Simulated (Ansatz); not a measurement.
Crystal: SnTe3.

```xyz
4
Lattice="0.0000 3.8612 3.8612 3.8612 0.0000 3.8612 3.8612 3.8612 0.0000" Properties=species:S:1:pos:R:3 pbc="T T T"
Te    3.8612    3.8612    3.8612
Te    5.7918    5.7918    5.7918
Te    1.9306    1.9306    1.9306
Sn    0.0000    0.0000    0.0000
```

The cell comes from a database or a generator and needn't be the stable form of this composition.

Base run:

```yaml
Program: Ansatz 0.2.0
Functional: r2SCAN0 form with a typed share of exact exchange
Potentials_or_basis: Ansatz PAW
Cutoff: "500 eV (not typed: the program's choice for these potentials)"
k_mesh: 4 × 4 × 4
Occupations: fermi-dirac, width 0.05 eV
Spin: no spin polarisation
```

Its results: band gap on the k mesh none (metal or under the smearing width); pressure -0.3 GPa.

The run is repeated on the same cell with these changes: share of exact exchange from 0.15 to 0.35. What comes out?

Band gap on the k mesh none (metal or under the smearing width); pressure -1.5 GPa.

Caveats: the PAW data sets come from PBE, with cores solved anew for the run's functional, which leaves a small shift of forces and pressure; the thresholds are loose for stress.
